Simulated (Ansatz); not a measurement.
**GeNH4 (quartet): from Hartree-Fock to the top rungs at distance Ge1–H5 along a hydrogen transfer = 1.928 Å, cc-pVDZ**

How much of the correlation energy of GeNH4 (quartet) does each wave-function method recover here?

Program: Ansatz 0.2.0, Gaussian basis. Level of theory: cc-pVDZ, core rule «outside noble gas», up to 15 orbitals frozen. These are calculated values, not measurements.

The runs, in order: UHF; CCSD(T) on ROHF; CCSD(T) on UHF; BCCD(T) on ROHF; CISD; CCSDT(Q) on ROHF; CCSDT(Q) on UHF; CASSCF and MRCISD+Q, 5 electrons in 5 orbitals; CASSCF and NEVPT2, 5 electrons in 5 orbitals.

10 further runs of the same task are left out: 1 for a mislabelled method, 7 that didn't finish, 2 set aside as unsound or not needed.

### 1 The system

The geometry derives from fragments relaxed apart (PBE0/def2-TZVP) and kept rigid, so it is no stationary point. A hydrogen atom is moved between rigid fragments. No spin-orbit coupling is included. The filled d shell of Ge may be among the frozen orbitals whatever the setting's name suggests; the logs give the count.

6 atoms, charge 0, spin multiplicity 4.

Atoms are counted from 1 here; the program's logs count them from 0.

Bond lengths: Ge1–H2 1.534 Å, Ge1–H3 1.534 Å, Ge1–H4 1.534 Å, Ge1–H5 1.928 Å. Angles: H2–Ge1–H3 109.5°, H2–Ge1–H4 109.5°, H2–Ge1–H5 109.5°, H3–Ge1–H4 109.5°, H3–Ge1–H5 109.5°, H4–Ge1–H5 109.5°.

### 2 UHF

in.yaml

```yaml
crystal:
  periodic: [false, false, false]
  atoms:
    - {symbol: Ge, position_ang: [-0.508397, 0.000000, 0.000000]}
    - {symbol: H, position_ang: [-1.019847, 1.446599, 0.000000]}
    - {symbol: H, position_ang: [-1.019847, -0.723300, 1.252792]}
    - {symbol: H, position_ang: [-1.019847, -0.723299, -1.252792]}
    - {symbol: H, position_ang: [1.419603, 0.000000, 0.000000]}
    - {symbol: N, position_ang: [2.754603, 0.000000, 0.000000]}
basis:
  gaussian: {orbitals: cc-pVDZ}
magnetization: {spin_polarized: true, initial_magnetization: 3}
hamiltonian: {xc: hf}
output: {orbitals: {seedname: orbitals}}
```

Started as:

```
$ ansatz run in.yaml --threads 1 --pin off --events-out ev --progress --plain --max-ram 2393MiB
```

Further steps of the session: CCSD(T) on ROHF; CCSD(T) on UHF; BCCD(T) on ROHF; CISD; CCSDT(Q) on ROHF; CCSDT(Q) on UHF; CASSCF and MRCISD+Q, 5 electrons in 5 orbitals; CASSCF and NEVPT2, 5 electrons in 5 orbitals.

**Question.** What will the summary of the whole plan be? Wanted: UCCSDT(Q) below the RHF energy; RMP2 from UCCSDT(Q); UMP2 from UCCSDT(Q); RCCSD from UCCSDT(Q); RCCSD(T) from UCCSDT(Q); UCCSD(T) from UCCSDT(Q); RCCSDT(Q) from UCCSDT(Q); NEVPT2 pair from UCCSDT(Q); MRCISD+Q pair from UCCSDT(Q).

**Answer**, as computed:

| quantity | value |
| --- | --- |
| UCCSDT(Q) below the RHF energy | -7.3896 eV |
| RMP2 from UCCSDT(Q) | +34.59 kcal/mol |
| UMP2 from UCCSDT(Q) | +34.68 kcal/mol |
| RCCSD from UCCSDT(Q) | +4.30 kcal/mol |
| RCCSD(T) from UCCSDT(Q) | +0.95 kcal/mol |
| UCCSD(T) from UCCSDT(Q) | +0.89 kcal/mol |
| RCCSDT(Q) from UCCSDT(Q) | +0.08 kcal/mol |
| NEVPT2 pair from UCCSDT(Q) | +30.80 kcal/mol |
| MRCISD+Q pair from UCCSDT(Q) | +1.07 kcal/mol |
| levels within 1 kcal/mol (43 meV) | RCCSD(T), UCCSD(T), BCCD(T), RCCSDT, UCCSDT, RCCSDT(Q) |
| T1 diagnostic | 0.036 |

**Reading.** RCCSD(T) lands +0.95 kcal/mol from the yardstick (0.6 % of the correlation energy). Of the multireference levels listed MRCISD+Q pair comes nearest in total energy (+1.07 kcal/mol), which doesn't show that its space is the better one. These misses are within one basis, not against nature; the frozen cores of restricted and unrestricted runs differ, which can shift their rows.
